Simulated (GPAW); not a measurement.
A run of GPAW 26.7.0:

Contents of run.py:

```python
from ase.dft.bandgap import bandgap
from ase.io import read, write
from ase.units import GPa
from gpaw import GPAW, PW

atoms = read('TiSn.xyz')

calc = GPAW(mode=PW(600),
            xc='MGGA_X_R2SCAN+MGGA_C_R2SCAN',
            kpts={'size': (8, 8, 8), 'gamma': True},
            occupations={'name': 'fermi-dirac', 'width': 0.05},
            nbands=24,
            convergence={'density': 1e-05, 'energy': 1e-05},
            maxiter=150,
            txt='gpaw.txt')
atoms.calc = calc
energy = atoms.get_potential_energy()
forces = atoms.get_forces()
stress = atoms.get_stress()
calc.write('gs.gpw')
write('result.traj', atoms)
print(f'Energy: {energy:.6f} eV')
print('Forces (eV/A):')
print(forces.round(4))
print('Stress (GPa):', (stress / GPa).round(3))
print('Fermi level:', round(calc.get_fermi_level(), 4), 'eV')
print(f'Gap: {bandgap(calc)[0]:.4f} eV, direct: {bandgap(calc, direct=True)[0]:.4f} eV')

path = atoms.cell.bandpath('GXWKGLUWLK,UX', npoints=80, eps=1e-4)
bs_calc = calc.fixed_density(kpts=path, symmetry='off', nbands=36,
                             convergence={'bands': 'CBM+6.0', 'eigenstates': 1e-6}, txt='bands.txt')
bs = bs_calc.band_structure()
bs.write('bs.json')
print(f'Gap on the path: {bandgap(bs_calc)[0]:.4f} eV')
```

TiSn.xyz

```xyz
2
Lattice="0.0000000000 2.8005500000 2.8005500000 2.8005500000 0.0000000000 2.8005500000 2.8005500000 2.8005500000 0.0000000000" Properties=species:S:1:pos:R:3 pbc="T T T"
Ti     0.0000000000      0.0000000000      0.0000000000
Sn     2.8005500000      2.8005500000      2.8005500000
```

Potentials or basis: GPAW PAW data sets (gpaw-data 1.2.1), pw.

Run with:

```bash
$ OMP_NUM_THREADS=1 python run.py
```

Hardware: 1 thread of Arm Neoverse V1, on a shared host.

Q: How long does it take, and how much memory?

A: It took 3.6 min on 1 thread of Arm Neoverse V1, with other jobs on the host, peak memory 0.45 GiB. Counts: scf iterations 16, plane waves 1480, bands 24, k points 29.
